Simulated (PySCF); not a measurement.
MgOSiH4, in a box:

```
CELL_PARAMETERS angstrom
15.00000 0.00000 0.00000
0.00000 12.00000 0.00000
0.00000 0.00000 12.00000
ATOMIC_POSITIONS crystal
Mg 0.41761 0.42994 0.44431
O 0.53046 0.47907 0.47649
Si 0.62813 0.52975 0.51116
H 0.31537 0.38074 0.40977
H 0.67578 0.56860 0.41180
H 0.62214 0.62347 0.59737
H 0.68327 0.43544 0.56403
```

The cell isn't the ideal one: atoms moved at random, drawn with an rms of 0.05 Å.

Base run:

| Quantity | Value |
| --- | --- |
| Program | PySCF 2.14.0 |
| Functional | PBE |
| Potentials or basis | pob-tzvp-rev2 (all-electron) |
| k mesh | 1 × 1 × 1 |
| Occupations | fixed |
| Spin | no spin polarisation |

Its results: gap between the frontier levels 6.16 eV.

**Question.** After a change of settings the same cell gave: gap between the frontier levels 6.41 eV. Which change was it?
A. functional from PBE to BP86; dispersion from none to D4
B. functional from PBE to TM
C. functional from PBE to M06-2X; dispersion from none to D3
D. functional from PBE to BHandHLYP; dispersion from none to D4

**Answer.** B.

TM gives the wider gap, since meta-GGAs in the generalised Kohn-Sham scheme recover part of the derivative discontinuity.

Caveats: this is a molecule in a periodic box at the Γ point, so its band gap is the HOMO-LUMO gap; the basis of atomic orbitals isn't converged, which shifts pressures, moduli and gaps.
